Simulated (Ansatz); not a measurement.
# F3PSi: the cost of one run

Method: unrestricted Hartree-Fock, Gaussian basis aug-cc-pV(T+d)Z, and further levels as typed in the inputs, in Ansatz 0.2.0.

### 1 Starting point

Bond lengths: Si1–P2 2.208 Å, P2–F3 1.561 Å, P2–F4 1.560 Å, P2–F5 1.573 Å. Angles: Si1–P2–F3 120.4°, Si1–P2–F4 121.0°, Si1–P2–F5 121.1°, F3–P2–F4 96.7°, F3–P2–F5 96.0°, F4–P2–F5 95.7°.

Coordinates:

```xyz
5

Si    0.0044   -0.0033    2.2243
P    -0.0025    0.0011    0.0158
F     1.3419   -0.0059   -0.7781
F    -0.6788    1.1581   -0.7820
F    -0.6791   -1.1640   -0.7966
```

### 2 Relaxing the atoms: F3PSi

The input, input.yaml:

```yaml
relax:
  f_tol: 0.001
  max_steps: 200
crystal:
  periodic: [false, false, false]
  atoms:
    - { symbol: Si, position_ang: [0.004412, -0.003309, 2.224308] }
    - { symbol: P, position_ang: [-0.002521, 0.001096, 0.015825] }
    - { symbol: F, position_ang: [1.341907, -0.005916, -0.778124] }
    - { symbol: F, position_ang: [-0.678799, 1.158072, -0.782049] }
    - { symbol: F, position_ang: [-0.679088, -1.163965, -0.796648] }
magnetization:
  spin_polarized: true
  initial_magnetization: 2
basis:
  gaussian: { orbitals: "aug-cc-pV(T+d)Z.json" }
hamiltonian:
  xc: hf
```

Command:

```
$ ansatz run input.yaml --threads 4 --pin off --max-ram 8192MiB --backend cpu --events-out ev --progress --plain --runs-dir out
```

**Question.** How long does this run take on 4 threads of Intel Xeon 6975P-C (Granite Rapids), shared host, and how much memory does it need?

About 21 s, with a peak of 0.98 GiB.
